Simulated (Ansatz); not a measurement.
# C₃H₈Ge: up Jacob's ladder to CCSD(T)

An exercise on one series of results from a longer session: the logs are not shown, and one member is left open.

Computed with Ansatz 0.2.0, Gaussian basis. Level: functionals in def2-TZVPP, the program's frozen cores in correlated methods.

The runs, in order: LDA (SPW92), PBE-D4, revPBE-D4, BLYP-D4, r2SCAN-D4, B97M-V, PBE0-D4, B3LYP-D4, r2SCANh-D4, r2SCAN0-D4, HSE06-D4, BHLYP-D4, CAM-B3LYP-D4, LC-ωPBE, ωB97X-V, ωB97M-V, B2PLYP, PBE-QIDH; CCSD(T)/def2-SVP; CCSD(T)/def2-TZVPP; MP2/def2-QZVPP; extrapolation to the limit; RPA on PBE.

### The relaxed structure

All runs share one geometry, relaxed beforehand with PBE0-D4 in a triple-zeta def2 set.

12 atoms, charge 0, spin multiplicity 1.

Atoms are counted from 1 here; the program's logs count them from 0.

Bond lengths: C1–C2 1.530 Å, C1–H5 1.093 Å, C1–H6 1.094 Å, C1–H7 1.096 Å, C2–Ge3 2.006 Å, C2–H8 1.095 Å, C2–H9 1.093 Å, Ge3–C4 1.995 Å, C4–H10 1.094 Å, C4–H11 1.098 Å, C4–H12 1.091 Å. Angles: C2–C1–H5 111.7°, C2–C1–H6 111.6°, C2–C1–H7 112.0°, H5–C1–H6 107.3°, H5–C1–H7 107.4°, H6–C1–H7 106.6°, C1–C2–Ge3 109.5°, C1–C2–H8 110.2°, C1–C2–H9 110.1°, Ge3–C2–H8 110.1°, Ge3–C2–H9 109.3°, H8–C2–H9 107.7°, C2–Ge3–C4 96.4°, Ge3–C4–H10 112.6°, Ge3–C4–H11 107.3°, Ge3–C4–H12 112.3°, H10–C4–H11 107.1°, H10–C4–H12 109.8° and more.

Geometry (Å):

```
C    -0.78962    1.29349    0.27545
C    -0.47783    0.04914    1.10912
Ge    1.41897   -0.51610    0.78349
C     1.12594   -1.23567   -1.05387
H    -0.76609    1.07781   -0.79560
H    -1.78164    1.69344    0.50427
H    -0.07485    2.10270    0.46191
H    -1.16310   -0.76364    0.84576
H    -0.61272    0.26640    2.17185
H     0.20450   -1.81952   -1.13367
H     1.02250   -0.37524   -1.72808
H     1.97092   -1.82812   -1.40663
```

The first run:

Input file in.yaml:

```yaml
crystal:
  periodic: [false, false, false]
  atoms:
    - {symbol: C, position_ang: [-0.789621, 1.293494, 0.275448]}
    - {symbol: C, position_ang: [-0.477827, 0.049141, 1.109122]}
    - {symbol: Ge, position_ang: [1.418972, -0.516100, 0.783492]}
    - {symbol: C, position_ang: [1.125940, -1.235666, -1.053868]}
    - {symbol: H, position_ang: [-0.766089, 1.077806, -0.795601]}
    - {symbol: H, position_ang: [-1.781637, 1.693439, 0.504273]}
    - {symbol: H, position_ang: [-0.074846, 2.102698, 0.461914]}
    - {symbol: H, position_ang: [-1.163099, -0.763636, 0.845759]}
    - {symbol: H, position_ang: [-0.612723, 0.266400, 2.171848]}
    - {symbol: H, position_ang: [0.204505, -1.819518, -1.133672]}
    - {symbol: H, position_ang: [1.022501, -0.375236, -1.728079]}
    - {symbol: H, position_ang: [1.970924, -1.828124, -1.406634]}
basis:
  gaussian: {orbitals: def2-TZVPP}
hamiltonian: {xc: lda}
output: {orbitals: {seedname: orbitals}}
```

On the command line:

```bash
ansatz run in.yaml --threads 4 --pin off --events-out ev --progress --plain --max-ram 10444MiB
```

Steps of the session up to this table: LDA; PBE-D4 (GGA); revPBE-D4 (GGA); BLYP-D4 (GGA); r2SCAN-D4 (meta-GGA); B97M-V (meta-GGA); B3LYP-D4 (hybrid); r2SCANh-D4 (hybrid); r2SCAN0-D4 (hybrid); HSE06-D4 (hybrid); BHLYP-D4 (hybrid); CAM-B3LYP-D4 (range-separated); LC-ωPBE (range-separated); ωB97X-V (range-separated); ωB97M-V (range-separated); B2PLYP (double hybrid); PBE-QIDH (double hybrid).

One table of the session follows, with a row left open; its other results are not shown here.

It belongs to the step «Frontier levels by functional». 

| functional | HOMO (eV) | LUMO (eV) | gap (eV) |
| --- | --- | --- | --- |
| LDA (SPW92) | -5.05 | -3.26 | 1.79 |
| PBE-D4 | -4.91 | -3.01 | 1.91 |
| revPBE-D4 | -4.86 | -2.90 | 1.97 |
| BLYP-D4 | ? | ? | ? |
| r2SCAN-D4 | -5.13 | -2.90 | 2.24 |
| B97M-V | -5.14 | -2.88 | 2.27 |
| PBE0-D4 | -5.92 | -2.16 | 3.76 |
| B3LYP-D4 | -5.77 | -2.42 | 3.35 |
| r2SCANh-D4 | -5.51 | -2.58 | 2.93 |
| r2SCAN0-D4 | -6.07 | -2.11 | 3.96 |
| HSE06-D4 | -5.53 | -2.53 | 2.99 |
| BHLYP-D4 | -6.84 | -1.28 | 5.56 |
| CAM-B3LYP-D4 | -7.19 | -1.13 | 6.06 |
| LC-ωPBE | -8.43 | 0.06 | 8.50 |
| ωB97X-V | -8.12 | -0.08 | 8.04 |
| ωB97M-V | -8.03 | -0.22 | 7.81 |

**Question.** Estimate the row for BLYP-D4.

Worked estimate for «HOMO (eV)». Against the share of exact exchange, B3LYP-D4 (0.2, -5.77), BHLYP-D4 (0.5, -6.84) give a slope of -3.57 per unit share; at 0 the line stands at -5.06.

**Answer.** HOMO (eV): -4.81; LUMO (eV): -2.93; gap (eV): 1.88. In «HOMO (eV)» the line misses by -0.25.
